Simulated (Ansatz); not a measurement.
**C3H4BF: a ladder of functionals and wavefunction methods**

An exercise on one series of results from a longer session: the logs are not shown, and one member is left open.

Program: Ansatz 0.2.0, Gaussian basis. Level of theory: functionals in def2-TZVPP, the program's frozen cores in correlated methods. These are calculated values, not measurements.

The runs, in order: LDA (SPW92), PBE-D4, revPBE-D4, BLYP-D4, r2SCAN-D4, B97M-V, PBE0-D4, B3LYP-D4, r2SCANh-D4, r2SCAN0-D4, HSE06-D4, BHLYP-D4, CAM-B3LYP-D4, LC-ωPBE, ωB97X-V, ωB97M-V, B2PLYP, PBE-QIDH; CCSD(T)/def2-SVP; CCSD(T)/def2-TZVPP; MP2/def2-QZVPP; extrapolation to the limit; RPA on PBE.

### The geometry

All runs share one geometry, relaxed beforehand with PBE0-D4 in a triple-zeta def2 set.

SMILES `FC1=CCB1`, 9 atoms, charge 0, spin multiplicity 1.

Atoms are counted from 1 here; the program's logs count them from 0.

Bond lengths: F1–C2 1.316 Å, C2–C3 1.357 Å, C2–B5 1.502 Å, C3–C4 1.506 Å, C3–H6 1.089 Å, C4–B5 1.593 Å, C4–H7 1.090 Å, C4–H8 1.087 Å, B5–H9 1.191 Å. Angles: F1–C2–C3 129.2°, F1–C2–B5 141.8°, C3–C2–B5 81.9°, C2–C3–C4 100.8°, C2–C3–H6 129.7°, C4–C3–H6 128.2°, C3–C4–B5 74.5°, C3–C4–H7 116.3°, C3–C4–H8 114.0°, B5–C4–H7 118.4°, B5–C4–H8 117.9°, H7–C4–H8 111.3°, C2–B5–C4 91.0°, C2–B5–H9 131.6°, C4–B5–H9 131.7°.

Coordinates:

```csv
atom,x (Å),y (Å),z (Å)
F1,1.33300,0.61438,2.01292
C2,0.54607,0.17932,1.05189
C3,0.84044,-0.07992,-0.24737
C4,-0.48336,-0.60403,-0.73811
B5,-0.83158,0.35946,0.48225
H6,1.70685,0.21638,-0.83642
H7,-0.78112,-0.29912,-1.74154
H8,-0.61638,-1.67300,-0.59525
H9,-1.62532,1.24034,0.59453
```

The first run:

The input, in.yaml:

```yaml
crystal:
  periodic: [false, false, false]
  atoms:
    - {symbol: F, position_ang: [1.333005, 0.614379, 2.012918]}
    - {symbol: C, position_ang: [0.546065, 0.179319, 1.051886]}
    - {symbol: C, position_ang: [0.840441, -0.079923, -0.247365]}
    - {symbol: C, position_ang: [-0.483359, -0.604034, -0.738107]}
    - {symbol: B, position_ang: [-0.831579, 0.359458, 0.482250]}
    - {symbol: H, position_ang: [1.706851, 0.216385, -0.836420]}
    - {symbol: H, position_ang: [-0.781120, -0.299117, -1.741544]}
    - {symbol: H, position_ang: [-0.616381, -1.673002, -0.595250]}
    - {symbol: H, position_ang: [-1.625321, 1.240337, 0.594532]}
basis:
  gaussian: {orbitals: def2-TZVPP}
hamiltonian: {xc: lda}
output: {orbitals: {seedname: orbitals}}
```

Started as:

```
ansatz run in.yaml --threads 2 --pin off --events-out ev --progress --plain --max-ram 4352MiB
```

Steps of the session up to this table: LDA; PBE-D4 (GGA); revPBE-D4 (GGA); BLYP-D4 (GGA); r2SCAN-D4 (meta-GGA); B97M-V (meta-GGA); B3LYP-D4 (hybrid); r2SCANh-D4 (hybrid); r2SCAN0-D4 (hybrid); HSE06-D4 (hybrid); BHLYP-D4 (hybrid); CAM-B3LYP-D4 (range-separated); LC-ωPBE (range-separated); ωB97X-V (range-separated); ωB97M-V (range-separated); B2PLYP (double hybrid); PBE-QIDH (double hybrid).

One table of the session follows, with a row left open; its other results are not shown here.

It belongs to the step «Orbital energies across the functionals». 

| functional | HOMO (eV) | gap (eV) |
| --- | --- | --- |
| LDA (SPW92) | -6.80 | 4.97 |
| PBE-D4 | -6.65 | 5.07 |
| revPBE-D4 | -6.58 | 5.11 |
| BLYP-D4 | -6.50 | 5.05 |
| r2SCAN-D4 | -6.83 | 5.55 |
| B97M-V | -6.88 | 5.63 |
| PBE0-D4 | -7.82 | 7.27 |
| B3LYP-D4 | ? | ? |
| r2SCANh-D4 | -7.28 | 6.36 |
| r2SCAN0-D4 | -7.95 | 7.57 |
| HSE06-D4 | -7.42 | 6.49 |
| BHLYP-D4 | -8.84 | 9.33 |
| CAM-B3LYP-D4 | -9.14 | 9.68 |
| LC-ωPBE | -10.48 | 12.21 |
| ωB97X-V | -10.11 | 11.76 |
| ωB97M-V | -10.02 | 11.44 |

**Question.** Estimate the row for B3LYP-D4.

Worked estimate for «HOMO (eV)». Against the share of exact exchange, BLYP-D4 (0, -6.50), BHLYP-D4 (0.5, -8.84) give a slope of -4.68 per unit share; at 0.2 the line stands at -7.44.

As computed: HOMO (eV): -7.60; gap (eV): 6.80. In «HOMO (eV)» the line misses by +0.16.
